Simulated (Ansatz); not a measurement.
Crystal: Na3Cl2.

```
Cl Na
1.0
     1.75995  -10.17026    0.00000
     1.75995   10.17026    0.00000
     0.00000    0.00000    3.52764
Cl Na
2 3
Cartesian
  1.7600 8.4088 1.7638
  1.7600 -8.4088 1.7638
  1.7600 -3.4373 0.0000
  1.7600 3.4373 0.0000
  1.7600 0.0000 0.0000
```

The cell comes from a database or a generator and needn't be the stable form of this composition.

Base run:

| Property | Result |
| --- | --- |
| Program | Ansatz 0.2.0 |
| Functional | revPBE |
| Potentials or basis | Ansatz PAW |
| Cutoff | 420 eV (not typed: the program's choice for these potentials) |
| k mesh | 8 × 8 × 8 |
| Occupations | fermi-dirac, width 0.05 eV |
| Spin | no spin polarisation |

Its results: band gap on the k mesh none (metal or under the smearing width); pressure 1.2 GPa; largest force 0.048 eV/Å.

**Question.** The run is repeated on the same cell with these changes: functional from revPBE to BLYP. What comes out?

**Answer.** Band gap on the k mesh none (metal or under the smearing width); pressure 0.8 GPa; largest force 0.039 eV/Å.

Caveats: an odd number of electrons without spin polarisation forces a metal; a magnetic or distorted state may lie lower; the PAW data sets come from PBE, with cores solved anew for the run's functional, which leaves a small shift of forces and pressure.
